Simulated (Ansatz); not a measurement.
# RuC2: a trial structure relaxed

Where does RuC2 go from the start given, quartz type (P3_121, No. 152)?

Program: Ansatz 0.2.0. Level of theory: DFT PBE, scalar-relativistic, plane waves, PAW. These are calculated values, not measurements.

## 1. The structure to begin with

It takes space group P3_121 (No. 152, trigonal). The conventional cell has a = 4.796 Å, b = 4.796 Å, c = 5.276 Å, α = 90.00°, β = 90.00°, γ = 120.00°. Around Ru (site symmetry 2) lie 4 C at 1.57 Å. C (site symmetry 1) has 2 Ru at 1.57 Å as nearest neighbours.

Structure file:

```
Ru C
1.0
     4.79605    0.00000    0.00000
    -2.39803    4.15351    0.00000
     0.00000    0.00000    5.27634
Ru C
3 6
Direct
  0.46500 0.00000 0.33333
  0.00000 0.46500 0.66667
  0.53500 0.53500 0.00000
  0.41500 0.27200 0.21300
  0.72800 0.14300 0.54633
  0.85700 0.58500 0.87967
  0.27200 0.41500 0.78700
  0.14300 0.72800 0.45367
  0.58500 0.85700 0.12033
```

(A quick probe on a coarse mesh, which set the mesh and smearing, is not shown.)

## 3. Coarse relaxation

input.yaml

```yaml
crystal:
  lattice:
    - [4.7960548599, 0.0, 0.0]
    - [-2.3980274299, 4.1535053466, 0.0]
    - [0.0, 0.0, 5.2763449898]
  atoms:
    - { symbol: Ru, position: [0.465, 0.0, 0.3333333333] }
    - { symbol: Ru, position: [0.0, 0.465, 0.6666666667] }
    - { symbol: Ru, position: [0.535, 0.535, 0.0] }
    - { symbol: C, position: [0.415, 0.272, 0.213] }
    - { symbol: C, position: [0.728, 0.143, 0.5463333333] }
    - { symbol: C, position: [0.857, 0.585, 0.8796666667] }
    - { symbol: C, position: [0.272, 0.415, 0.787] }
    - { symbol: C, position: [0.143, 0.728, 0.4536666667] }
    - { symbol: C, position: [0.585, 0.857, 0.1203333333] }
basis:
  ecutwfc: 420
kpoints:
  mp_grid: { grid: [6, 6, 4] }
hamiltonian:
  xc: pbe
scf:
  occupations: { method: gaussian, width: 0.1 }
  lower_state_search: "off"
output:
  forces: true
  stress: true
  eigenvalues: true
relax:
  adjacent_minimum: "off"
  f_tol: 0.04
  max_steps: 70
  cell: { stress_tol: 0.4 }
```

The run is started by

```bash
ansatz run input.yaml --threads 1 --pin off --max-ram 2560MiB --backend cpu --events-out ev --progress --plain --runs-dir out
```

Further runs follow: the relaxation.

What does the calculation give?

The runs gave:

Formation energies count from the elements, computed with the same settings in runs not shown here.

| quantity | value |
| --- | --- |
| cell | a = 5.778 Å, b = 5.778 Å, c = 6.688 Å, α = 90.00°, β = 90.00°, γ = 120.00° |
| space group | P6_422 (No. 181) |
| volume | 21.49 Å³/atom |
| gap on the mesh | none (metal) |
| formation energy from the elements | +1.690 eV/atom |

**Reading.** The structure ended in another space group than at the start: P3_121 to P6_422. The formation energy of +1.69 eV/atom is positive, so the elements lie lower than this structure; another structure of the compound can lie lower.
